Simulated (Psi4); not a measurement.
**SnH3Cl (SnClH3): CCSD(T)/def2-SVPD (core potential)**

What is the energy change on altering one bond length of SnH3Cl (SnClH3) at CCSD(T)/def2-SVPD (core potential)? 

The results are computed with Psi4 1.11.

1 further run of the same task is left out (it didn't finish).

**1. The structure to begin with**

SnH3Cl has 5 atoms, charge 0, and is taken as a singlet. SMILES: `[H][Sn]([H])([H])[Cl]`. The shape comes from GFN2-xTB, which is rough for such elements, and wasn't checked as a minimum.

Bond lengths: Sn1–Cl2 2.281 Å, Sn1–H3 1.674 Å, Sn1–H4 1.674 Å, Sn1–H5 1.674 Å. Angles: Cl2–Sn1–H3 108.3°, Cl2–Sn1–H4 108.1°, Cl2–Sn1–H5 108.2°, H3–Sn1–H4 110.7°, H3–Sn1–H5 110.8°, H4–Sn1–H5 110.7°.

**2. The energy at CCSD(T)/def2-SVPD (core potential)**

Contents of clh3sn.inp:

```
memory 1.6 GB

molecule system {
  0 1
  Sn
  Cl 1 2.280698
  H 1 1.673669 2 108.26415
  H 1 1.674112 3 110.72473 2 118.36544
  H 1 1.673776 3 110.75879 4 123.16274
  symmetry c1
  no_reorient
  no_com
}

set {
  basis           def2-SVPD
  reference       rhf
  puream          true
  e_convergence   1e-09
  d_convergence   1e-08
  scf_type        pk
  num_frozen_docc 9
}

energy('ccsd(t)')
print_variables()
```

Started as:

```console
$ psi4 -i clh3sn.inp -o clh3sn.out -n 1
```

clh3sn.out:

```text
[...]
    !!!  WARNING: ECP capability is in beta. Please check occupations closely.  !!!
[...]
  Running in c1 symmetry.
[...]
  Nuclear repulsion =  116.592667524952986
[...]
  Multiplicity = 1
[...]
  Nalpha       = 21
  Nbeta        = 21
[...]
    Number of basis functions: 83
[...]
   @RHF iter   1:  -674.43435383358178   -1.41761e+00   3.34999e-03 DIIS/ADIIS
[...]
   @RHF iter  10:  -674.47126587696948   -5.91172e-12   3.47524e-09 DIIS
[...]
    Orbital Energies [Eh]
    ---------------------
    Doubly Occupied:
       1A   -104.787070     2A    -10.548597     3A     -8.023207
       4A     -8.020674     5A     -8.020674     6A     -5.898836
       7A     -4.091177     8A     -4.086604     9A     -4.086603
      10A     -1.364515    11A     -1.357406    12A     -1.357401
      13A     -1.349861    14A     -1.349854    15A     -1.069931
      16A     -0.693107    17A     -0.496616    18A     -0.496517
      19A     -0.495725    20A     -0.438219    21A     -0.438108
[...]
  @RHF Final Energy:  -674.47126587696948
   => Energetics <=
    Nuclear Repulsion Energy =            116.5926675249529865
    One-Electron Energy =               -1245.1864608564628725
    Two-Electron Energy =                 454.1225274545404318
    Total Energy =                       -674.4712658769694826
[...]
 Multipole Moments:
 ------------------------------------------------------------------------------------
     Multipole            Electronic (a.u.)      Nuclear  (a.u.)        Total (a.u.)
 ------------------------------------------------------------------------------------
 L = 1.  Multiply by 2.5417464519 to convert [e a0] to [Debye]
 Dipole X            :          0.0037656           -0.0027241            0.0010415
 Dipole Y            :          0.0067682           -0.0049280            0.0018401
 Dipole Z            :        -31.9151150           31.0101482           -0.9049668
 Magnitude           :                                                    0.9049693
[...]
      * MP2 total energy                      = -674.744128715721899
[...]
      * CCSD total energy                     = -674.778566222888571
[...]
      * CCSD(T) total energy                  = -674.786316294708513
[...]
```

Wall time 16 s (1 thread of Intel Xeon 6975P-C (Granite Rapids), shared host); peak memory 0.47 GiB.

**3. The distorted shape at the same level**

Contents of job.inp:

```
memory 1.6 GB

molecule molecule1 {
  0 1
  Sn     0.642397    -1.102808     0.261047
  Cl     0.653977    -1.122958     2.541627
  H      2.229057    -1.092728    -0.271473
  H     -0.803020     1.380470    -0.647070
  H     -0.152783    -2.476678    -0.269703
  symmetry c1
  no_reorient
  no_com
}

set basis def2-SVPD
set reference rhf
set puream true
set e_convergence 1e-09
set d_convergence 1e-08
set scf_type pk
set num_frozen_docc 9

energy('ccsd(t)')
print_variables()
```

Started as:

```console
$ psi4 -n 1 job.inp job.out
```

job.out:

```text
[...]
    !!!  WARNING: ECP capability is in beta. Please check occupations closely.  !!!
[...]
  Running in c1 symmetry.
[...]
  Nuclear repulsion =  112.682925611699829
[...]
  Multiplicity = 1
[...]
  Nalpha       = 21
  Nbeta        = 21
[...]
    Number of basis functions: 83
[...]
   @RHF iter   1:  -674.24897945776002   -1.47244e+00   4.07222e-03 DIIS/ADIIS
[...]
   @RHF iter  11:  -674.34154574590616   -5.91172e-12   3.78040e-09 DIIS
[...]
    Orbital Energies [Eh]
    ---------------------
    Doubly Occupied:
       1A   -104.810965     2A    -10.572127     3A     -8.046701
       4A     -8.044090     5A     -8.044003     6A     -5.940479
       7A     -4.131822     8A     -4.129559     9A     -4.126858
      10A     -1.403527    11A     -1.396549    12A     -1.396154
      13A     -1.391395    14A     -1.389794    15A     -1.091066
      16A     -0.691483    17A     -0.519551    18A     -0.516212
      19A     -0.485926    20A     -0.460041    21A     -0.327425
[...]
  @RHF Final Energy:  -674.34154574590616
   => Energetics <=
    Nuclear Repulsion Energy =            112.6829256116998295
    One-Electron Energy =               -1236.2174904137484646
    Two-Electron Energy =                 449.1930190561424183
    Total Energy =                       -674.3415457459061599
[...]
 Multipole Moments:
 ------------------------------------------------------------------------------------
     Multipole            Electronic (a.u.)      Nuclear  (a.u.)        Total (a.u.)
 ------------------------------------------------------------------------------------
 L = 1.  Multiply by 2.5417464519 to convert [e a0] to [Debye]
 Dipole X            :        -49.5910749           50.1223342            0.5312593
 Dipole Y            :         85.1487673          -86.0600137           -0.9112464
 Dipole Z            :        -90.7046016           90.2579439           -0.4466577
 Magnitude           :                                                    1.1454735
[...]
      * MP2 total energy                      = -674.625910000103545
[...]
      * CCSD total energy                     = -674.676247030698619
[...]
      * CCSD(T) total energy                  = -674.688762511271420
[...]
```

Wall time 18 s (1 thread of Intel Xeon 6975P-C (Granite Rapids), shared host); peak memory 0.47 GiB.

**4. Summary of results**

At CCSD(T)/def2-SVPD (core potential), 9 core orbitals frozen:

| quantity | value |
| --- | --- |
| first shape: total energy | -674.78632 Eh |
| first shape: HOMO energy (Hartree–Fock orbitals) | -11.92 eV |
| first shape: LUMO energy (Hartree–Fock orbitals) | 1.53 eV |
| first shape: HOMO–LUMO gap (Hartree–Fock orbitals) | 13.45 eV |
| first shape: correlation energy (9 core orbitals frozen) | -315.1 mEh |
| first shape: (T) correction | -7.75 mEh |
| first shape: T1 diagnostic | 0.008 |
| distorted shape: total energy | -674.68876 Eh |
| distorted shape: HOMO energy (Hartree–Fock orbitals) | -8.91 eV |
| distorted shape: LUMO energy (Hartree–Fock orbitals) | -0.67 eV |
| distorted shape: HOMO–LUMO gap (Hartree–Fock orbitals) | 8.24 eV |
| distorted shape: correlation energy (9 core orbitals frozen) | -347.2 mEh |
| distorted shape: (T) correction | -12.52 mEh |
| distorted shape: T1 diagnostic | 0.021 |
| energy change with the Sn1–H4 bond stretched from 1.674 to 3.013 Å | 2.655 eV |

In words: One bond (distorted shape) is far stretched, which a spin-restricted single reference describes badly; perturbation theory on it can break down and give far too much correlation. With the Sn1–H4 bond stretched from 1.674 to 3.013 Å the energy rises by 2.65 eV (61 kcal/mol). The first shape isn't relaxed at this level, so the change isn't measured from a minimum. A restricted reference can't describe the breaking bond well at this length. The triples (first shape) make up 2.5 % of the correlation energy. The T1 diagnostic (distorted shape) of 0.021 is above the customary mark for such species, so a single reference may not serve. The triples (distorted shape) make up 3.6 % of the correlation energy.
